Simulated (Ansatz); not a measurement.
# In2Ni3S2: properties at the relaxed cell

An exercise on one series of results from a longer session: the logs are not shown, and one member is left open.

Method: DFT PBEsol, scalar-relativistic, plane waves, PAW, in Ansatz 0.2.0.

1 further run of the same task is left out (set aside as unsound or not needed).

**The starting structure**

The structure is trigonal, space group R-3m (No. 166). Conventional cell: a = 5.320 Å, b = 5.320 Å, c = 13.393 Å, α = 90.00°, β = 90.00°, γ = 120.00°. In (site symmetry -3m) is surrounded by 6 Ni at 2.66 Å and 2 S at 2.97 Å. In (site symmetry -3m) is surrounded by 6 Ni at 2.71 Å. Around Ni (site symmetry 2/m) lie 2 S at 2.15 Å. S (site symmetry 3m) has 3 Ni at 2.15 Å and 1 In at 2.97 Å as nearest neighbours.

Structure file:

```
In Ni S
1.0
     2.66006    1.53579    4.46419
    -2.66006    1.53579    4.46419
     0.00000   -3.07158    4.46419
In Ni S
2 3 2
Cartesian
  0.0000 0.0000 6.6963
  0.0000 0.0000 0.0000
  1.3300 0.7679 2.2321
  -1.3300 0.7679 2.2321
  0.0000 -1.5358 2.2321
  0.0000 0.0000 9.6626
  0.0000 0.0000 3.7299
```

It goes back to an entry of the Materials Project.

It is the result of an earlier relaxation at this level (volume 15.63 Å³/atom; gap on the mesh: none (metal)).

Set-up of the first run:

Contents of input.yaml:

```yaml
crystal:
  lattice:
    - [2.6600622521, 1.5357876573, 4.4641886078]
    - [-2.6600622521, 1.5357876573, 4.4641886078]
    - [0.0, -3.0715753147, 4.4641886078]
  atoms:
    - { symbol: In, position: [0.5, 0.5, 0.5] }
    - { symbol: In, position: [0.0, 0.0, 0.0] }
    - { symbol: Ni, position: [0.5, 0.0, 0.0] }
    - { symbol: Ni, position: [0.0, 0.5, 0.0] }
    - { symbol: Ni, position: [0.0, 0.0, 0.5] }
    - { symbol: S, position: [0.721492353, 0.721492353, 0.721492353] }
    - { symbol: S, position: [0.278507647, 0.278507647, 0.278507647] }
basis:
  ecutwfc: 420
kpoints:
  mp_grid: { grid: [12, 12, 12] }
  band_path:
    path:
      - [[0.0, 0.0, 0.0], [0.5, 0.5, 0.5], [0.7544317, 0.2455683, 0.5]]
      - [[0.5, -0.2455683, 0.2455683], [0.5, 0.0, 0.0], [0.0, 0.0, 0.0], [0.37278415, -0.37278415, 0.0]]
      - [[0.62721585, 0.0, 0.37278415], [0.5, 0.0, 0.5], [0.0, 0.0, 0.0]]
    npoints: 14
hamiltonian:
  xc: pbesol
scf:
  occupations: { method: gaussian, width: 0.1 }
  n_extra_bands: 17
output:
  forces: true
  stress: true
  eigenvalues: true
  populations: true
  dos: { projected: true, de: 0.02, nscf_kmesh: { grid: [18, 18, 18] } }
  bader: true
  write_density: true
  write_potential: true
  elf: true
  volumetric_format: npy
```

The run is started by

```bash
> ansatz run input.yaml --threads 2 --pin off --max-ram 5120MiB --backend cpu --events-out ev --progress --plain --runs-dir out
```

Steps of the session up to this table: Electronic structure at the relaxed geometry; The cell scaled to 0.97 of its volume; Point at V/V0 = 1.03; Point at V/V0 = 0.94; Point at V/V0 = 1.06.

One of the session's tables, all rows but one given; the rest of the session is left out.

It belongs to the step «Fit of the equation of state». 

```
volume (Å³/atom)  energy above the lowest point (meV/atom)  pressure (GPa)
          14.694                                      18.3            6.69
          15.163                                         ?               ?
          15.632                                       0.0            0.00
          16.101                                       3.8           -2.46
          16.570                                      14.0           -4.47
```

**Question.** Estimate the row for volume (Å³/atom) = 15.163.

Worked estimate for «energy above the lowest point (meV/atom)». A straight line through the neighbours (14.694, 18.3) and (15.632, 0.0) gives 18.3 + (0.0 − 18.3) × (15.163 − 14.694) / (15.632 − 14.694) = 9.2; a parabola fitted to 3 rows on both sides gives 4.8.

The run gave: energy above the lowest point (meV/atom): 4.3; pressure (GPa): 3.02. In «energy above the lowest point (meV/atom)» the line misses by +4.9 and the parabola by +0.5.

To keep in mind: The final runs have no spin polarisation, so no magnetic state was tried and one may lie lower.
